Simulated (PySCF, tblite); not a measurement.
# C4H5ClF2O: a rotation path, then NMR shifts on frames, part 2 of 2

tblite 0.8.0 and PySCF 2.14.0. Atoms count from 0. Earlier steps stand in the parts before.

**5. NMR shieldings: image 5, PBE0/pcSseg-1**

Job settings and geometry (Å):

```
{"job": {"kind": "nmr", "xc": "PBE0", "basis": "pcSseg-1", "pop": false}, "charge": 0, "multiplicity": 1}
C     -2.238400    -0.245200     0.007800
C     -1.233400     0.263000     0.692500
F     -1.081600    -0.029600     2.003200
O     -0.273700     1.109700     0.261400
C      0.693700     0.583900    -0.623700
C      1.665800    -0.350000     0.100900
F      2.425500     0.342300     0.980300
Cl     2.745800    -1.115200    -1.093200
H     -2.369800    -0.010100    -1.030800
H     -2.954000    -0.886800     0.484200
H      0.222600     0.035700    -1.447900
H      1.239100     1.447200    -1.011200
H      1.154100    -1.144500     0.658800
```

Level: GIAO PBE0/pcSseg-1 NMR shielding, non-relativistic, gas phase.

Log:

```text
coarse grid: 12328 points
cycle   1  E = -889.6301660622  dE =  1.192e+00  |g| = 8.580e-01  |ddm| = 3.167e+00
cycle   2  E = -889.4783919146  dE =  1.518e-01  |g| = 1.275e+00  |ddm| = 1.246e+00
cycle   3  E = -889.7637240709  dE = -2.853e-01  |g| = 7.709e-02  |ddm| = 7.714e-01
cycle   4  E = -889.7647239737  dE = -9.999e-04  |g| = 4.102e-02  |ddm| = 9.295e-02
cycle   5  E = -889.7649995081  dE = -2.755e-04  |g| = 1.183e-02  |ddm| = 3.435e-02
cycle   6  E = -889.7650234337  dE = -2.393e-05  |g| = 3.689e-03  |ddm| = 9.968e-03
cycle   7  E = -889.7650263625  dE = -2.929e-06  |g| = 1.054e-03  |ddm| = 3.087e-03
final grid: 117856 points
cycle   8  E = -889.8358992375  dE = -4.016e-05  |g| = 1.157e-02  |ddm| = 2.241e-02
cycle   9  E = -889.8358698714  dE =  2.937e-05  |g| = 1.728e-02  |ddm| = 1.662e-02
cycle  10  E = -889.8359230401  dE = -5.317e-05  |g| = 1.370e-03  |ddm| = 1.084e-02
cycle  11  E = -889.8359234160  dE = -3.759e-07  |g| = 4.500e-04  |ddm| = 1.520e-03
cycle  12  E = -889.8359234592  dE = -4.318e-08  |g| = 1.342e-04  |ddm| = 4.286e-04
cycle  13  E = -889.8359234630  dE = -3.776e-09  |g| = 2.900e-05  |ddm| = 1.028e-04
cycle  14  E = -889.8359234631  dE = -1.628e-10  |g| = 9.780e-06  |ddm| = 2.357e-05
converged SCF energy = -889.8359234631

GIAO shielding tensors (ppm)
atom      isotropic    diamagn.    paramagn.     s11        s22        s33       span
  0 C      107.993     257.443    -149.450     28.084    127.830    168.064    139.980
  1 C        8.263     249.930    -241.667    -96.073     49.696     71.167    167.240
  2 F      229.650     475.592    -245.942    156.101    225.867    306.982    150.880
  3 O      214.557     398.026    -183.469    157.381    225.621    260.669    103.288
  4 C      102.588     245.669    -143.082     73.363     87.391    147.009     73.647
  5 C       79.075     244.519    -165.444     43.832     83.130    110.263     66.431
  6 F      330.963     470.797    -139.834    281.197    331.508    380.184     98.987
  7 Cl     732.609    1145.198    -412.589    434.705    727.495   1035.626    600.921
  8 H       27.666      31.445      -3.779     25.276     25.775     31.947      6.671
  9 H       27.217      29.260      -2.043     24.999     25.594     31.059      6.060
 10 H       27.829      30.886      -3.057     22.838     29.591     31.058      8.221
 11 H       27.082      28.554      -1.472     23.270     27.675     30.301      7.031
 12 H       25.268      29.164      -3.895     22.024     24.835     28.946      6.923
```

It took 58 s on 1 thread, shared host.

Key values: δ C1 178.7, C5 107.9, C4 84.3, C0 78.9, H12 6.45, H11 4.63 ppm.

**6. Nuclear shieldings: image 6, PBE0/pcSseg-1**

Job settings and geometry (Å):

```
{"job": {"kind": "nmr", "xc": "PBE0", "basis": "pcSseg-1", "pop": false}, "charge": 0, "multiplicity": 1}
C     -2.061100    -0.379800     0.017500
C     -1.248200     0.353600     0.753800
F     -1.401800     0.405300     2.088400
O     -0.218000     1.147700     0.388400
C      0.679800     0.664500    -0.582800
C      1.594700    -0.404500     0.021000
F      2.423400     0.146600     0.937900
Cl     2.585600    -1.147300    -1.258900
H     -1.980500    -0.415400    -1.051000
H     -2.845600    -0.941900     0.484400
H      0.162200     0.244100    -1.450800
H      1.277300     1.525900    -0.889600
H      1.027700    -1.198200     0.524100
```

Level: GIAO PBE0/pcSseg-1 NMR shielding, non-relativistic, gas phase.

Log:

```text
coarse grid: 12328 points
cycle   1  E = -889.6315319732  dE =  1.207e+00  |g| = 8.542e-01  |ddm| = 3.173e+00
cycle   2  E = -889.4873380686  dE =  1.442e-01  |g| = 1.258e+00  |ddm| = 1.226e+00
cycle   3  E = -889.7644139408  dE = -2.771e-01  |g| = 7.441e-02  |ddm| = 7.527e-01
cycle   4  E = -889.7653733589  dE = -9.594e-04  |g| = 3.667e-02  |ddm| = 8.509e-02
cycle   5  E = -889.7655917466  dE = -2.184e-04  |g| = 1.084e-02  |ddm| = 2.999e-02
cycle   6  E = -889.7656096424  dE = -1.790e-05  |g| = 3.507e-03  |ddm| = 8.657e-03
cycle   7  E = -889.7656120367  dE = -2.394e-06  |g| = 9.911e-04  |ddm| = 2.866e-03
final grid: 117856 points
cycle   8  E = -889.8365737963  dE = -4.226e-05  |g| = 1.170e-02  |ddm| = 2.337e-02
cycle   9  E = -889.8365411788  dE =  3.262e-05  |g| = 1.788e-02  |ddm| = 1.711e-02
cycle  10  E = -889.8365981786  dE = -5.700e-05  |g| = 1.486e-03  |ddm| = 1.126e-02
cycle  11  E = -889.8365986363  dE = -4.577e-07  |g| = 4.762e-04  |ddm| = 1.658e-03
cycle  12  E = -889.8365986845  dE = -4.824e-08  |g| = 1.394e-04  |ddm| = 4.499e-04
cycle  13  E = -889.8365986885  dE = -3.953e-09  |g| = 2.885e-05  |ddm| = 1.035e-04
cycle  14  E = -889.8365986886  dE = -1.592e-10  |g| = 8.885e-06  |ddm| = 2.297e-05
converged SCF energy = -889.8365986886

GIAO shielding tensors (ppm)
atom      isotropic    diamagn.    paramagn.     s11        s22        s33       span
  0 C      116.412     258.170    -141.758     38.517    133.448    177.271    138.754
  1 C       10.803     249.207    -238.404    -90.318     50.949     71.779    162.098
  2 F      233.542     473.816    -240.274    162.597    231.145    306.883    144.287
  3 O      211.292     398.120    -186.828    131.809    240.893    261.175    129.366
  4 C      108.007     246.160    -138.154     83.107     92.656    148.256     65.149
  5 C       79.971     244.600    -164.629     43.829     84.741    111.342     67.513
  6 F      330.317     470.967    -140.650    279.797    331.611    379.542     99.745
  7 Cl     732.939    1145.328    -412.389    432.021    731.164   1035.633    603.611
  8 H       28.063      32.087      -4.024     25.366     26.738     32.085      6.719
  9 H       27.376      28.936      -1.560     25.006     25.905     31.219      6.213
 10 H       27.686      31.201      -3.515     22.966     29.359     30.733      7.767
 11 H       27.146      28.494      -1.348     23.196     27.853     30.389      7.193
 12 H       25.246      29.295      -4.049     22.387     24.558     28.793      6.406
```

Run time: 51 s. Hardware: 1 thread, shared host.

This run: δ C1 176.1, C5 107.0, C4 78.9, C0 70.5, H12 6.47, H11 4.57 ppm.

**7. NMR shieldings: image 8, PBE0/pcSseg-1**

Job settings and geometry (Å):

```
{"job": {"kind": "nmr", "xc": "PBE0", "basis": "pcSseg-1", "pop": false}, "charge": 0, "multiplicity": 1}
C     -1.812400    -0.578300     0.108500
C     -1.317700     0.458400     0.760100
F     -1.991100     1.009900     1.777100
O     -0.169500     1.150100     0.599800
C      0.691900     0.780300    -0.444200
C      1.512700    -0.467700    -0.098700
F      2.560400    -0.137300     0.694400
Cl     2.155700    -1.205700    -1.589800
H     -1.304400    -1.050900    -0.707700
H     -2.769100    -0.968700     0.395300
H      0.137300     0.612100    -1.373900
H      1.376300     1.622900    -0.573200
H      0.925600    -1.224400     0.434500
```

Level: GIAO PBE0/pcSseg-1 NMR shielding, non-relativistic, gas phase.

Log:

```text
coarse grid: 12328 points
cycle   1  E = -889.6346056565  dE =  1.218e+00  |g| = 8.489e-01  |ddm| = 3.172e+00
cycle   2  E = -889.4962412483  dE =  1.384e-01  |g| = 1.243e+00  |ddm| = 1.201e+00
cycle   3  E = -889.7662860493  dE = -2.700e-01  |g| = 7.283e-02  |ddm| = 7.304e-01
cycle   4  E = -889.7671774377  dE = -8.914e-04  |g| = 3.523e-02  |ddm| = 7.726e-02
cycle   5  E = -889.7673821559  dE = -2.047e-04  |g| = 9.676e-03  |ddm| = 2.627e-02
cycle   6  E = -889.7673967705  dE = -1.461e-05  |g| = 2.867e-03  |ddm| = 7.163e-03
cycle   7  E = -889.7673982155  dE = -1.445e-06  |g| = 5.662e-04  |ddm| = 2.053e-03
final grid: 117856 points
cycle   8  E = -889.8388851522  dE = -5.191e-05  |g| = 1.197e-02  |ddm| = 2.684e-02
cycle   9  E = -889.8388503894  dE =  3.476e-05  |g| = 1.838e-02  |ddm| = 1.732e-02
cycle  10  E = -889.8389106091  dE = -6.022e-05  |g| = 1.656e-03  |ddm| = 1.148e-02
cycle  11  E = -889.8389111836  dE = -5.745e-07  |g| = 5.080e-04  |ddm| = 1.819e-03
cycle  12  E = -889.8389112388  dE = -5.521e-08  |g| = 1.463e-04  |ddm| = 4.705e-04
cycle  13  E = -889.8389112430  dE = -4.236e-09  |g| = 3.276e-05  |ddm| = 1.080e-04
cycle  14  E = -889.8389112432  dE = -1.896e-10  |g| = 9.369e-06  |ddm| = 2.510e-05
converged SCF energy = -889.8389112432

GIAO shielding tensors (ppm)
atom      isotropic    diamagn.    paramagn.     s11        s22        s33       span
  0 C      124.345     259.663    -135.318     59.746    136.621    176.666    116.920
  1 C       12.036     248.201    -236.165    -85.739     51.387     70.459    156.199
  2 F      247.043     472.056    -225.013    171.834    248.946    320.350    148.515
  3 O      195.784     397.840    -202.057    109.070    237.928    240.353    131.284
  4 C      110.101     246.893    -136.792     85.031    101.814    143.457     58.426
  5 C       80.594     245.019    -164.425     43.491     85.139    113.153     69.662
  6 F      323.653     470.311    -146.658    274.292    326.387    370.282     95.990
  7 Cl     723.368    1145.644    -422.276    406.894    730.047   1033.162    626.268
  8 H       28.618      33.307      -4.690     25.159     28.931     31.764      6.604
  9 H       27.768      28.646      -0.878     24.605     26.869     31.831      7.226
 10 H       27.651      30.778      -3.127     23.833     28.736     30.384      6.551
 11 H       26.937      28.401      -1.464     22.729     27.844     30.238      7.509
 12 H       25.027      29.671      -4.644     22.915     23.368     28.798      5.884
```

Run time: 51 s. Hardware: 1 thread, shared host.

This run: δ C1 174.9, C5 106.3, C4 76.8, C0 62.6, H12 6.69, H11 4.78 ppm.

**8. Side by side: NMR shifts**

Shifts (ppm) of some atoms, chosen among heavy atoms and hydrogens apart, with basis size and wall time:

```tsv
frame	C4	C0	H9	H8	F2	O3	Cl7	functions	time
image 0	73.1	69.4	3.99	3.87	-96.7	123.4	216	168	75 s
image 2	76.6	72.3	4.04	3.93	-84.7	123.6	218	168	52 s
image 5	84.3	78.9	4.50	4.05	-58.7	121.5	217	168	58 s
image 6	78.9	70.5	4.34	3.65	-62.6	124.8	217	168	51 s
image 8	76.8	62.6	3.95	3.10	-76.1	140.3	226	168	51 s
```

**9. Results**

The summary covers parts 1 to 2.

```
                                         quantity                               value
                                          barrier  0.181 eV (4.2 kcal/mol) at image 5
                            end to end (GFN2-xTB)                            0.083 eV
  13C shifts against TMS (PBE0/pcSseg-1, image 0)        171.0, 108.2, 73.1, 69.4 ppm
   1H shifts against TMS (PBE0/pcSseg-1, image 0)    6.48, 4.41, 4.28, 3.99, 3.87 ppm
19F shifts against CFCl3 (PBE0/pcSseg-1, image 0)                   -96.7, -158.9 ppm
  17O shifts against H2O (PBE0/pcSseg-1, image 0)                           123.4 ppm
 35Cl shifts against HCl (PBE0/pcSseg-1, image 0)                             216 ppm
            surface potential, 1st and 99th percentile                  -0.71 V and 1.26 V
                         range of the shift of F2                  -96.7 to -58.7 ppm
```

**Reading.** Along the band the dihedral turns by 198°, and the top (dihedral 110°) lies 4.2 kcal/mol above the start (GFN2-xTB, rough), so at room temperature this motion is fast. The top was not checked by a frequency run. Shifts at one fixed geometry are not the observed spectrum, which averages over the motion. In the first frame run (image 0): The widest tensor belongs to Cl7: span 596 ppm, with a paramagnetic part of -411 ppm. Across the 5 runs the shift of F2 moves most, between -96.7 (image 0) and -58.7 ppm (image 5).
